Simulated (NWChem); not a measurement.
# One shape, several levels: SiNH4ClO (SMILES N[SiH](O)Cl)

Wanted: a comparison of 3 runs (HF/6-31G, HF/def2-SVP, PBE0/def2-SVP) of SiNH4ClO. 

Program for the calculation: NWChem 7.3.0.

## (1) The system as given

The species is SiNH4ClO (8 atoms), meant as a singlet with charge 0. SMILES: `N[SiH](O)Cl`. The shape is that of a PBE0-D4/def2-TZVP optimisation. This is one conformer, not always the lowest.

Bond lengths: N1–Si2 1.700 Å, Si2–O3 1.631 Å, Si2–Cl4 2.058 Å, N1–H5 1.006 Å, N1–H6 1.007 Å, Si2–H7 1.474 Å, O3–H8 0.960 Å. Angles: N1–Si2–O3 111.2°, N1–Si2–Cl4 104.5°, O3–Si2–Cl4 112.6°, N1–Si2–H7 117.4°, O3–Si2–H7 103.8°, Cl4–Si2–H7 107.5°, Si2–N1–H5 120.7°, Si2–N1–H6 121.4°, Si2–O3–H8 116.7°, H5–N1–H6 112.4°.

## (2) Energy and forces at HF/6-31G (run 1)

clh4nosi.nw reads:

```
start clh4nosi
title "ClH4NOSi gradient"
memory 2200 mb
charge 0

geometry noautosym nocenter noautoz
N       -0.749800       0.885600      -0.289000
Si       0.524400      -0.226200      -0.115300
O        0.551300      -0.861300       1.386900
Cl       0.173100      -1.641600      -1.566900
H       -1.217200       0.998000      -1.172700
H       -0.806900       1.712400       0.283000
H        1.896700       0.277200      -0.308600
H       -0.279500      -1.201200       1.726700
end

basis spherical bse
* library 6-31G
end

scf
nopen 0
rhf
thresh 1e-08
maxiter 80
noprint "final vectors analysis"
end

task scf gradient
```

The run is started by

```bash
nwchem clh4nosi.nw > clh4nosi.out
```

What it wrote:

```text
[...]
  functions       =    52
[...]
  wavefunction    = RHF
[...]
         Total SCF energy =   -880.021995494708
      One-electron energy =  -1671.214631605824
      Two-electron energy =    562.433527768129
 Nuclear repulsion energy =    228.759108342987
        Time for solution =      4.7s
[...]
                         RHF ENERGY GRADIENTS
    atom               coordinates                        gradient
                 x          y          z           x          y          z
   1 N      -1.416917   1.673541  -0.546131    0.016300  -0.033677   0.012114
   2 Si      0.990972  -0.427456  -0.217885   -0.040525  -0.034035   0.010361
   3 O       1.041806  -1.627621   2.620861    0.025668   0.022659  -0.035865
   4 Cl      0.327112  -3.102174  -2.961012    0.007656   0.031565   0.030885
   5 H      -2.300174   1.885947  -2.216082    0.000993   0.002817  -0.011163
   6 H      -1.524820   3.235967   0.534792    0.003329   0.010106   0.003334
   7 H       3.584243   0.523832  -0.583169    0.000474  -0.000540   0.001690
   8 H      -0.528178  -2.269939   3.262990   -0.013896   0.001104  -0.011356
[...]
```

Run time: 8.1 s. Hardware: 1 thread of Intel Xeon 6975P-C (Granite Rapids), shared host; peak memory 0.096 GiB.

## (3) Energy and forces at HF/def2-SVP (run 2)

job.xyz reads:

```xyz
8

N     -0.749800     0.885600    -0.289000
Si     0.524400    -0.226200    -0.115300
O      0.551300    -0.861300     1.386900
Cl     0.173100    -1.641600    -1.566900
H     -1.217200     0.998000    -1.172700
H     -0.806900     1.712400     0.283000
H      1.896700     0.277200    -0.308600
H     -0.279500    -1.201200     1.726700
```

run.py reads:

```python
from ase.io import read
from ase.calculators.nwchem import NWChem

system = read('job.xyz')

calc = NWChem(
    label='job',
    theory='scf',
    memory='2200 mb',
    basis='def2-SVP',
    basispar='spherical bse',
    scf={'nopen': '0', 'rhf': None, 'thresh': '1e-08', 'maxiter': '80'},
)
system.calc = calc

forces = system.get_forces()
e = system.get_potential_energy()
print(f"E = {e:.6f} eV")
print("forces (eV/A):")
for s, f in zip(system.symbols, forces):
    print(f"{s:2s} {f[0]:10.5f} {f[1]:10.5f} {f[2]:10.5f}")
print("dipole (e A):", system.get_dipole_moment().round(4))
```

The run is started by

```bash
export ASE_NWCHEM_COMMAND="nwchem PREFIX.nwi > PREFIX.nwo"
python run.py
```

What it wrote:

```text
E = -23942.488872 eV
forces (eV/A):
N    -0.21392    0.36936   -0.08654
Si    0.56585    0.32694    0.02016
O    -0.90755   -0.43935    0.42521
Cl   -0.05250   -0.29496   -0.22219
H     0.08222    0.01183    0.25361
H    -0.02962   -0.20697   -0.16563
H    -0.19468   -0.02844   -0.04062
H     0.75020    0.26164   -0.18394
dipole (e A): [-0.3739  0.4283  0.1208]
```

The calculator wrote job.nwi:

```
title "job"

permanent_dir job

scratch_dir job

start job

geometry units angstrom nocenter noautosym noautoz
  N  -7.4980000000000002e-01 8.8560000000000005e-01 -2.8899999999999998e-01
  Si 5.2439999999999998e-01 -2.2620000000000001e-01 -1.1530000000000000e-01
  O  5.5130000000000001e-01 -8.6129999999999995e-01 1.3869000000000000e+00
  Cl 1.7310000000000000e-01 -1.6415999999999999e+00 -1.5669000000000000e+00
  H  -1.2172000000000001e+00 9.9800000000000000e-01 -1.1727000000000001e+00
  H  -8.0689999999999995e-01 1.7123999999999999e+00 2.8299999999999997e-01
  H  1.8967000000000001e+00 2.7720000000000000e-01 -3.0859999999999999e-01
  H  -2.7950000000000003e-01 -1.2012000000000000e+00 1.7266999999999999e+00
end

memory 2200 mb

basis spherical bse noprint
   * library def2-SVP
end

scf
  nopen 0
  rhf
  thresh 1e-08
  maxiter 80
end

task scf gradient
```

job.nwo:

```text
Northwest Computational Chemistry Package (NWChem) 7.3.0
             --------------------------------------------------------

           Job information
           ---------------

    nwchem branch   = 7.3.0
    use scalapack   = T
    input           = job.nwi
    prefix          = job.
    data base       = job/job.db
    status          = startup
    nproc           =        1

           Memory information
           ------------------

[... 5 lines left out ...]
    hardfail = no
[... 137 lines left out ...]
         Quadratically convergent ROHF
[... 14 lines left out ...]
       Final RHF  results
[... 4 lines left out ...]
      Two-electron energy =    563.588764187971
[... 44 lines left out ...]
                       ROHF Final Molecular Orbital Analysis
[... 234 lines left out ...]
                 ----------------------------------------
                 |  Time  |  1-e(secs)   |  2-e(secs)   |
                 ----------------------------------------
                 |  CPU   |       0.00   |       2.63   |
                 ----------------------------------------
                 |  WALL  |       0.00   |       2.63   |
                 ----------------------------------------

 Task  times  cpu:        8.3s     wall:        8.3s
 Total times  cpu:        8.3s     wall:        8.3s
```

Wall time 9.3 s (1 thread of Intel Xeon 6975P-C (Granite Rapids), shared host); peak memory 0.099 GiB.

## (4) Energy and forces at PBE0/def2-SVP (run 3)

clh4nosi.nw reads:

```
start clh4nosi
title "ClH4NOSi"
memory total 2200 mb
charge 0
geometry noautosym nocenter noautoz
N    -0.749800    0.885600   -0.289000
Si    0.524400   -0.226200   -0.115300
O     0.551300   -0.861300    1.386900
Cl    0.173100   -1.641600   -1.566900
H    -1.217200    0.998000   -1.172700
H    -0.806900    1.712400    0.283000
H     1.896700    0.277200   -0.308600
H    -0.279500   -1.201200    1.726700
end
basis spherical bse
* library def2-SVP
end
dft
xc pbe0
grid xfine
convergence energy 1e-08
maxiter 100
mulliken
noprint "final vectors analysis"
end
task dft gradient
```

The run is started by

```bash
nwchem clh4nosi.nw > clh4nosi.out
```

What it wrote:

```text
[...]
          Wavefunction type:  closed shell.
          No. of atoms     :     8
          No. of electrons :    50
[...]
          Charge           :     0
          Spin multiplicity:     1
[...]
          AO basis - number of functions:    84
[...]
              XC Information
              --------------
                         PBE0 Method XC Functional
                     Hartree-Fock (Exact) Exchange  0.250
          PerdewBurkeErnzerhof Exchange Functional  0.750
            Perdew 1991 LDA Correlation Functional  1.000 local
           PerdewBurkeErnz. Correlation Functional  1.000 non-local
[...]
 d= 0,ls=0.0,diis     1   -881.3715316386 -1.11D+03  1.29D-02  7.08D-01     2.1
[...]
 d= 0,ls=0.0,diis     8   -881.4468142547  9.60D-09  5.87D-06  4.17D-07    15.5
         Total DFT energy =     -881.446814254659
      One electron energy =    -1672.771661037209
           Coulomb energy =      628.463461474888
    Exchange-Corr. energy =      -65.897723035325
 Nuclear repulsion energy =      228.759108342987
[...]
      Total Density - Mulliken Population Analysis
     ---------------------------------------------
    Atom       Charge   Shell Charges
 -----------   ------   -------------------------------------------------------
    1 N    7     7.40   1.99  0.96  0.44  2.48  1.53  0.01
    2 Si  14    13.28   2.00  1.98  0.97  0.01  5.93  1.21  0.70  0.49
    3 O    8     8.38   1.99  1.07  0.63  2.89  1.79  0.01
    4 Cl  17    17.30   2.00  1.99  1.25  0.71  5.93  2.15  3.25  0.02
    5 H    1     0.86   0.70  0.11  0.05
    6 H    1     0.86   0.71  0.11  0.05
    7 H    1     1.11   0.74  0.36  0.01
    8 H    1     0.80   0.67  0.06  0.07
[...]
  wavefunction    = closed shell
[...]
```

It took 21 s on 1 thread of Intel Xeon 6975P-C (Granite Rapids), shared host; peak memory 0.14 GiB.

## (5) Overview of the runs

```tsv
run	level	iteration cap	module	energy (Eh)	dipole moment (D)	largest force (eV/Å)	wall time
1	HF/6-31G	80	scf	-880.021995	3.52	2.773	8.1 s
2	HF/def2-SVP	80	scf	-879.870244	2.79	1.094	9.3 s
3	PBE0/def2-SVP	100	dft	-881.446814	2.73	0.636	21 s
```

## (6) Results

```
                       quantity          value
            run 3: total energy  -881.44681 Eh
           run 3: dipole moment         2.73 D
run 3: largest force on an atom     0.636 eV/Å
```

The dipole moment (its size) runs from 2.73 D (PBE0/def2-SVP) to 3.52 D (HF/6-31G). The two ends differ in method and basis. All runs together took 38 s, the longest 21 s.
